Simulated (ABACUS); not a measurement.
Runs of ABACUS 3.10.1 on NaTb2Sc2FeO9. Symmetry: P4/mmm, No. 123, tetragonal system. Conventional cell: a = 3.860 Å, b = 3.860 Å, c = 12.406 Å, α = 90.00°, β = 90.00°, γ = 90.00°. Tb (site symmetry 4mm) is surrounded by 4 O at 2.36 Å. Around Fe (site symmetry 4/mmm) lie 6 O at 1.77 to 1.93 Å. Around Sc (site symmetry 4mm) lie 5 O at 2.02 to 2.03 Å. Na (site symmetry 4/mmm) is surrounded by 4 O at 2.73 Å. O (site symmetry mmm) has 2 Fe at 1.93 Å as nearest neighbours. O (site symmetry 4mm) is surrounded by 1 Fe at 1.77 Å. Around O (site symmetry 2mm) lie 2 Sc at 2.03 Å. O (site symmetry 4/mmm) has 2 Sc at 2.02 Å as nearest neighbours. The cell was built by a generator and needn't be a form met in nature.

| level | potentials or basis | k mesh | cutoff (eV) | SCF threshold on the density | eigensolver | gap on the mesh (eV) | moment (μB) | largest force (eV/Å) |
| --- | --- | --- | --- | --- | --- | --- | --- | --- |
| BLYP | PseudoDojo NC SR 0.4.1 PBE standard, lanthanides 3+ (f in core), DZP LCAO (the cutoffs set its grid) | 7 × 7 × 3 | 1361 | 1e-07 | genelpa | none | 3.66 | 0.33 |
| B86bPBE | PseudoDojo NC SR 0.4.1 PBE standard, lanthanides 3+ (f in core), plane waves | 5 × 5 × 2 | 1225 | 1e-08 | dav | none | 3.71 | 0.07 |
| LDA | PseudoDojo NC SR 0.4.1 PBE standard, lanthanides 3+ (f in core), DZP LCAO (the cutoffs set its grid) | 7 × 7 × 3 | 1361 | 1e-07 | genelpa | none | 3.59 | 0.20 |
| BLYP+D3(BJ) | PseudoDojo NC SR 0.4.1 PBE standard, lanthanides 3+ (f in core), DZP LCAO (the cutoffs set its grid) | 7 × 7 × 3 | 1361 | 1e-07 | genelpa | none | 3.66 | (b) |
| PBE | PseudoDojo NC SR 0.4.1 PBE standard, lanthanides 3+ (f in core), DZP LCAO (the cutoffs set its grid) | 5 × 5 × 2 | 1361 | 1e-07 | genelpa | none | 3.71 | (a) |

Alike in all rows: task single point; spin collinear, ferromagnetic start; cell as given; smearing fermi-dirac 0.05 eV.

Estimate the missing entries.

(a) 0.21; (b) 0.31.

Caveats: the magnetic or orbital state may not be the lowest; spin-orbit coupling is left out, which moves the levels of the heavy elements; the 4f electrons are frozen in the core as for a trivalent ion, so they carry no moment and show no levels; a cell with one magnetic atom can't hold antiferromagnetic order, which such compounds often take; semilocal functionals often make such compounds metallic where correlation or magnetic order opens a gap, which also shifts bond lengths; the atomic orbitals were generated for these runs and aren't a published set (some runs).

A k mesh can miss the band edges, and the runs leave out spin-orbit coupling on Tb.

A gap of «none» marks a metal or a gap under the smearing width.

Not every run made on this cell is shown here.
